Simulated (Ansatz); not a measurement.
# BeRhS3: the cost of one run

Method: DFT PBE, scalar-relativistic, plane waves, PAW, in Ansatz 0.2.0.

## 1. The starting structure

The structure is cubic, space group Pm-3m (No. 221). Conventional cell: a = 4.347 Å, b = 4.347 Å, c = 4.347 Å, α = 90.00°, β = 90.00°, γ = 90.00°. Be (site symmetry m-3m) is surrounded by 12 S at 3.07 Å. Rh (site symmetry m-3m) has 6 S at 2.17 Å in its first shell of neighbours. S (site symmetry 4/mmm) has 2 Rh at 2.17 Å and 4 Be at 3.07 Å in its first shell of neighbours.

As a file:

```cif
data_structure
_symmetry_space_group_name_H-M 'Pm-3m'
_symmetry_Int_Tables_number 221
_cell_length_a 4.3467
_cell_length_b 4.3467
_cell_length_c 4.3467
_cell_angle_alpha 90.000
_cell_angle_beta 90.000
_cell_angle_gamma 90.000
_cell_volume 82.13
loop_
_atom_site_label
_atom_site_type_symbol
_atom_site_symmetry_multiplicity
_atom_site_Wyckoff_symbol
_atom_site_fract_x
_atom_site_fract_y
_atom_site_fract_z
_atom_site_occupancy
Be1 Be 1 a 0.00000 0.00000 0.00000 1
Rh1 Rh 1 b 0.50000 0.50000 0.50000 1
S1 S 3 c 0.00000 0.50000 0.50000 1
```

A structure generator made this guess: species swapped into a database cell of EuRh3C (Pm-3m, No. 221), with Be on the Eu sites, S on the Rh sites and Rh on the C sites. The dimensions are guesses.

## 2. A first look at the guess

Contents of input.yaml:

```yaml
crystal:
  lattice:
    - [4.34672271, 0.0, 0.0]
    - [0.0, 4.34672271, 0.0]
    - [0.0, 0.0, 4.34672271]
  atoms:
    - { symbol: Be, position: [0.0, 0.0, 0.0] }
    - { symbol: Rh, position: [0.5, 0.5, 0.5], spin: 1.0 }
    - { symbol: S, position: [0.0, 0.5, 0.5] }
    - { symbol: S, position: [0.5, 0.5, 0.0] }
    - { symbol: S, position: [0.5, 0.0, 0.5] }
basis:
  ecutwfc: 420
kpoints:
  mp_grid: { grid: [4, 4, 4] }
hamiltonian:
  xc: pbe
scf:
  occupations: { method: gaussian, width: 0.1 }
  lower_state_search: "off"
output:
  forces: true
  stress: true
  eigenvalues: true
  populations: true
magnetization:
  spin_polarized: true
```

Started as:

```console
ansatz run input.yaml --threads 1 --pin off --max-ram 2560MiB --backend cpu --events-out ev --progress --plain --runs-dir out
```

What time and memory should one allow on 1 thread of AMD EPYC 7B13 (Zen 3), shared host?

About 4.4 s, with a peak of 0.4 GiB.
